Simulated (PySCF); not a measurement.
# C₅H₄F₆− (doublet): open-shell or spin-flip excitations

What do calculations give for the open-shell or spin-flip excitations of C₅H₄F₆− (doublet) (`F[C](CCC(F)(F)F)[C-](F)F`)?

Programs: PySCF 2.14.0, with routines of our own; each step states its level. All values are computed. Atoms count from 0.

## 1. The system as given

15 atoms, charge -1, multiplicity 2; geometry from: GFN2-xTB.

## 2. Open-shell or spin-flip excitations: unrestricted TDA wB97X-D/def2-SVP in water

What the job is given:

```
{"job": {"kind": "uabs", "xc": "wB97X-D", "basis": "def2-SVP", "nstates": 10, "tda": true, "solvent": "water", "pol": false}, "charge": -1, "multiplicity": 2}
F      1.549963     0.986479    -1.883396
C      1.620068     0.665056    -0.491635
C      0.242886     0.758481     0.093809
C     -0.713519    -0.348197    -0.427230
C     -2.110297    -0.201935     0.101664
F     -2.683715     0.982628    -0.193206
F     -2.967829    -1.135099    -0.396458
F     -2.202906    -0.324945     1.438770
C      2.343942    -0.578174    -0.282498
F      2.121466    -1.109356     0.995615
F      3.744233    -0.474689    -0.364562
H     -0.182803     1.733675    -0.162929
H      0.318447     0.680168     1.179770
H     -0.753444    -0.302852    -1.516553
H     -0.330904    -1.323249    -0.124382
```

With the program's defaults for keys left out, this is: unrestricted TDA wB97X-D/def2-SVP, vertical, IEF-PCM water (non-equilibrium linear response), core orbitals frozen in the response.

On the command line:

```console
$ OMP_NUM_THREADS=1 python excited_run.py task.json out
```

One launch serves the whole session: the jobs run in the order shown.

Standard output:

```text
coarse grid: 14432 points
cycle   1  E = -790.8102705250  dE =  1.362e+00  |g| = 8.784e-01  |ddm| = 2.981e+00
cycle   2  E = -790.7816976478  dE =  2.857e-02  |g| = 9.862e-01  |ddm| = 1.480e+00
cycle   3  E = -791.0873154669  dE = -3.056e-01  |g| = 4.532e-02  |ddm| = 7.478e-01
cycle   4  E = -791.0884548286  dE = -1.139e-03  |g| = 2.234e-02  |ddm| = 7.782e-02
cycle   5  E = -791.0887428074  dE = -2.880e-04  |g| = 8.054e-03  |ddm| = 4.033e-02
cycle   6  E = -791.0887913043  dE = -4.850e-05  |g| = 3.202e-03  |ddm| = 1.727e-02
cycle   7  E = -791.0888014830  dE = -1.018e-05  |g| = 1.179e-03  |ddm| = 8.663e-03
cycle   8  E = -791.0888042144  dE = -2.731e-06  |g| = 4.548e-04  |ddm| = 5.714e-03
final grid: 147152 points
cycle   9  E = -791.1930572986  dE = -1.493e-04  |g| = 9.404e-03  |ddm| = 3.598e-02
cycle  10  E = -791.1930604804  dE = -3.182e-06  |g| = 9.584e-03  |ddm| = 1.661e-02
cycle  11  E = -791.1930886466  dE = -2.817e-05  |g| = 8.261e-04  |ddm| = 7.265e-03
cycle  12  E = -791.1930890917  dE = -4.451e-07  |g| = 3.998e-04  |ddm| = 1.384e-03
cycle  13  E = -791.1930892461  dE = -1.544e-07  |g| = 1.597e-04  |ddm| = 9.139e-04
cycle  14  E = -791.1930892753  dE = -2.917e-08  |g| = 8.021e-05  |ddm| = 3.628e-04
cycle  15  E = -791.1930892877  dE = -1.245e-08  |g| = 3.253e-05  |ddm| = 3.024e-04
cycle  16  E = -791.1930892906  dE = -2.889e-09  |g| = 2.248e-05  |ddm| = 1.242e-04
cycle  17  E = -791.1930892932  dE = -2.551e-09  |g| = 9.717e-06  |ddm| = 1.799e-04
cycle  18  E = -791.1930892938  dE = -6.539e-10  |g| = 5.238e-06  |ddm| = 1.128e-04
converged SCF energy = -791.1930892938

<S^2> of the reference = 0.7593 (exact 0.7500)

Excitations
state   eV       nm        f      <S^2>   main configurations
  1   3.1544    393.1   0.08975   0.756   Hb->Lb 0.93
  2   4.7919    258.7   0.02321   0.784   Ha->La 0.41, Ha->L+1a 0.35, Ha->L+5a 0.10
  3   5.9808    207.3   0.01846   2.088   Hb->L+1b 0.24, Hb->L+2b 0.23, Hb->L+6b 0.13
  4   6.0841    203.8   0.00570   1.019   Ha->La 0.44, Ha->L+1a 0.26
  5   6.6152    187.4   0.01405   0.788   Ha->L+3a 0.72
  6   6.7053    184.9   0.01339   0.807   Ha->L+2a 0.73, H-1b->Lb 0.10
  7   6.8124    182.0   0.00538   0.786   H-1b->Lb 0.70, Ha->L+2a 0.15
  8   7.0149    176.7   0.04928   0.830   Ha->L+4a 0.32, Ha->L+6a 0.22
  9   7.1971    172.3   0.00645   1.627   Hb->L+1b 0.55
 10   7.4044    167.4   0.00809   0.862   Ha->L+5a 0.54, Ha->L+4a 0.16, Ha->L+1a 0.10
```

Run time: 82 s. Hardware: 1 thread of AMD EPYC 7R43, shared host; peak memory 0.81 GiB.

From this job:

```csv
quantity,value
⟨S²⟩,0.759
```

Löwdin spin populations:

F0 0.03; C1 0.43; C2 0.00; C3 0.02; C4 0.00; F5 0.00; F6 0.00; F7 0.00; C8 0.43; F9 0.03; F10 0.05; H11 0.01; H12 0.00; H13 0.00; H14 0.00

## 3. Open-shell or spin-flip excitations: unrestricted TDA wB97X-D/def2-SVP

Settings changed since step 2:

```diff
@@ -1,2 +1,2 @@
-{"job": {"kind": "uabs", "xc": "wB97X-D", "basis": "def2-SVP", "nstates": 10, "tda": true, "solvent": "water", "pol": false}, "charge": -1, "multiplicity": 2}
+{"job": {"kind": "uabs", "xc": "wB97X-D", "basis": "def2-SVP", "nstates": 10, "tda": true}, "charge": -1, "multiplicity": 2}
 F      1.549963     0.986479    -1.883396
```

Level: unrestricted TDA wB97X-D/def2-SVP, vertical, gas phase, core orbitals frozen in the response.

Standard output:

```text
coarse grid: 14432 points
cycle   1  E = -790.7202178595  dE =  1.451e+00  |g| = 8.849e-01  |ddm| = 2.981e+00
cycle   2  E = -790.6834341270  dE =  3.678e-02  |g| = 1.009e+00  |ddm| = 1.603e+00
cycle   3  E = -791.0034401597  dE = -3.200e-01  |g| = 4.892e-02  |ddm| = 8.126e-01
cycle   4  E = -791.0046855206  dE = -1.245e-03  |g| = 2.618e-02  |ddm| = 8.180e-02
cycle   5  E = -791.0050504469  dE = -3.649e-04  |g| = 8.818e-03  |ddm| = 4.278e-02
cycle   6  E = -791.0051087505  dE = -5.830e-05  |g| = 3.740e-03  |ddm| = 1.849e-02
cycle   7  E = -791.0051230564  dE = -1.431e-05  |g| = 1.324e-03  |ddm| = 1.050e-02
cycle   8  E = -791.0051271133  dE = -4.057e-06  |g| = 5.276e-04  |ddm| = 7.055e-03
final grid: 147152 points
cycle   9  E = -791.1093853224  dE = -1.492e-04  |g| = 9.407e-03  |ddm| = 3.622e-02
cycle  10  E = -791.1093879892  dE = -2.667e-06  |g| = 9.705e-03  |ddm| = 1.711e-02
cycle  11  E = -791.1094171728  dE = -2.918e-05  |g| = 8.799e-04  |ddm| = 7.846e-03
cycle  12  E = -791.1094177553  dE = -5.825e-07  |g| = 4.430e-04  |ddm| = 1.640e-03
cycle  13  E = -791.1094180144  dE = -2.591e-07  |g| = 2.081e-04  |ddm| = 1.289e-03
cycle  14  E = -791.1094180854  dE = -7.100e-08  |g| = 1.105e-04  |ddm| = 6.506e-04
cycle  15  E = -791.1094181246  dE = -3.920e-08  |g| = 4.863e-05  |ddm| = 6.803e-04
cycle  16  E = -791.1094181326  dE = -8.064e-09  |g| = 3.167e-05  |ddm| = 2.804e-04
cycle  17  E = -791.1094181367  dE = -4.074e-09  |g| = 9.422e-06  |ddm| = 2.960e-04
cycle  18  E = -791.1094181370  dE = -2.763e-10  |g| = 6.241e-06  |ddm| = 7.056e-05
converged SCF energy = -791.1094181370

Static polarisability (au): isotropic 60.517, principal 48.615 58.991 73.946

<S^2> of the reference = 0.7595 (exact 0.7500)

Excitations
state   eV       nm        f      <S^2>   main configurations
  1   3.2436    382.2   0.08005   0.758   Hb->Lb 0.91
  2   4.5681    271.4   0.01785   0.784   Ha->La 0.32, Ha->L+1a 0.26, Ha->L+5a 0.23, Ha->L+3a 0.13
  3   5.1631    240.1   0.00907   0.804   Ha->La 0.62, Ha->L+3a 0.15, Ha->L+1a 0.11
  4   5.6223    220.5   0.00140   0.892   Ha->L+2a 0.60, Ha->L+3a 0.18, Ha->L+1a 0.12
  5   5.6789    218.3   0.00475   0.849   Ha->L+2a 0.34, Ha->L+3a 0.29, Ha->L+1a 0.28
  6   5.7651    215.1   0.00494   2.037   Hb->L+1b 0.30, Hb->L+2b 0.22, Hb->L+6b 0.20, Hb->L+4b 0.10
  7   6.3062    196.6   0.01396   1.543   Hb->L+1b 0.43, Ha->L+4a 0.23, Hb->L+4b 0.11
  8   6.3354    195.7   0.05443   1.118   Ha->L+4a 0.59, Hb->L+1b 0.18
  9   6.5546    189.2   0.02466   0.853   Ha->L+5a 0.49, Ha->L+1a 0.14, Ha->L+3a 0.12, Ha->L+6a 0.11
 10   6.7926    182.5   0.00604   1.761   Hb->L+2b 0.53, Hb->L+4b 0.37
```

Run time: 1.8 min. Hardware: 1 thread of AMD EPYC 7R43, shared host; peak memory 0.77 GiB.

In short:

```csv
quantity,value
⟨S²⟩,0.759
```

## 4. Open-shell or spin-flip excitations: unrestricted TDDFT wB97X-D/def2-SVP

Settings changed since step 3:

```diff
@@ -1,2 +1,2 @@
-{"job": {"kind": "uabs", "xc": "wB97X-D", "basis": "def2-SVP", "nstates": 10, "tda": true}, "charge": -1, "multiplicity": 2}
+{"job": {"kind": "uabs", "xc": "wB97X-D", "basis": "def2-SVP", "nstates": 10, "tda": false, "scf": {"damp": 0.3, "guess": "vsap", "fallback": true}}, "charge": -1, "multiplicity": 2}
 F      1.549963     0.986479    -1.883396
```

Level: unrestricted TDDFT wB97X-D/def2-SVP, vertical, gas phase, core orbitals frozen in the response.

Standard output:

```text
damping 0.30 in the first 6 cycles
final grid: 147152 points
cycle   1  E = -790.3030547397  dE = -3.917e-01  |g| = 1.285e+00  |ddm| = 3.281e+00
cycle   2  E = -790.9882889665  dE = -6.852e-01  |g| = 5.351e-01  |ddm| = 1.967e+00
cycle   3  E = -791.0836944551  dE = -9.541e-02  |g| = 2.600e-01  |ddm| = 7.975e-01
cycle   4  E = -791.1033632151  dE = -1.967e-02  |g| = 1.271e-01  |ddm| = 3.412e-01
cycle   5  E = -791.1078416205  dE = -4.478e-03  |g| = 6.598e-02  |ddm| = 1.747e-01
cycle   6  E = -791.1074428357  dE =  3.988e-04  |g| = 7.613e-02  |ddm| = 1.214e-01
cycle   7  E = -791.1067841761  dE =  6.587e-04  |g| = 8.925e-02  |ddm| = 1.375e-01
cycle   8  E = -791.1094063487  dE = -2.622e-03  |g| = 2.818e-03  |ddm| = 7.189e-02
cycle   9  E = -791.1094116802  dE = -5.331e-06  |g| = 1.179e-03  |ddm| = 4.452e-03
cycle  10  E = -791.1094168640  dE = -5.184e-06  |g| = 5.305e-04  |ddm| = 9.456e-03
cycle  11  E = -791.1094176301  dE = -7.661e-07  |g| = 3.500e-04  |ddm| = 2.577e-03
cycle  12  E = -791.1094180694  dE = -4.393e-07  |g| = 1.133e-04  |ddm| = 2.817e-03
cycle  13  E = -791.1094181266  dE = -5.725e-08  |g| = 7.377e-05  |ddm| = 1.061e-03
cycle  14  E = -791.1094181363  dE = -9.728e-09  |g| = 1.634e-05  |ddm| = 4.835e-04
cycle  15  E = -791.1094181369  dE = -6.025e-10  |g| = 8.713e-06  |ddm| = 1.076e-04
converged SCF energy = -791.1094181369

Static polarisability (au): isotropic 60.517, principal 48.615 58.991 73.946

<S^2> of the reference = 0.7595 (exact 0.7500)

Excitations
state   eV       nm        f      <S^2>   main configurations
  1   2.9785    416.3   0.06102   0.757   Hb->Lb 0.94
  2   4.5347    273.4   0.01400   0.786   Ha->La 0.30, Ha->L+1a 0.27, Ha->L+5a 0.24, Ha->L+3a 0.14
  3   5.1401    241.2   0.00641   0.805   Ha->La 0.64, Ha->L+3a 0.14, Ha->L+1a 0.10
  4   5.6157    220.8   0.00121   0.942   Ha->L+2a 0.56, Ha->L+3a 0.18, Ha->L+1a 0.13
  5   5.6735    218.5   0.00450   0.911   Ha->L+2a 0.38, Ha->L+3a 0.25, Ha->L+1a 0.24
  6   5.7314    216.3   0.00408   1.937   Hb->L+1b 0.26, Hb->L+2b 0.20, Hb->L+6b 0.20, Hb->L+4b 0.09
  7   6.2893    197.1   0.02136   1.378   Hb->L+1b 0.35, Ha->L+4a 0.34, Hb->L+4b 0.09
  8   6.3129    196.4   0.04272   1.279   Ha->L+4a 0.46, Hb->L+1b 0.30
  9   6.5171    190.2   0.01492   0.834   Ha->L+5a 0.48, Ha->L+1a 0.15, Ha->L+6a 0.12, Ha->L+3a 0.11
 10   6.7828    182.8   0.00380   1.745   Hb->L+2b 0.55, Hb->L+4b 0.34
```

Wall time 2.5 min (1 thread of AMD EPYC 7R43, shared host); peak memory 0.76 GiB.

Key values:

```csv
quantity,value
⟨S²⟩,0.759
```

## 5. Results

| quantity | value |
| --- | --- |
| lowest and brightest state of nearly pure spin, of 10 (step 2, unrestricted TDA wB97X-D/def2-SVP in water) | 3.15 eV; 3.15 eV, f = 0.090 |
| lowest and brightest state of nearly pure spin, of 10 (step 3, unrestricted TDA wB97X-D/def2-SVP) | 3.24 eV; 3.24 eV, f = 0.080 |
| lowest and brightest state of nearly pure spin, of 10 (step 4, unrestricted TDDFT wB97X-D/def2-SVP) | 2.98 eV; 2.98 eV, f = 0.061 |

What this shows: States whose ⟨S²⟩ lies well above the reference's are mixtures of spin states, an artefact of the unrestricted response, and are left out of the summary. For an anion in the gas phase, states above the energy of detachment are held by the basis alone, so excitations and responses hang on it. The lowest state of nearly pure spin runs from 2.98 to 3.24 eV over the runs.
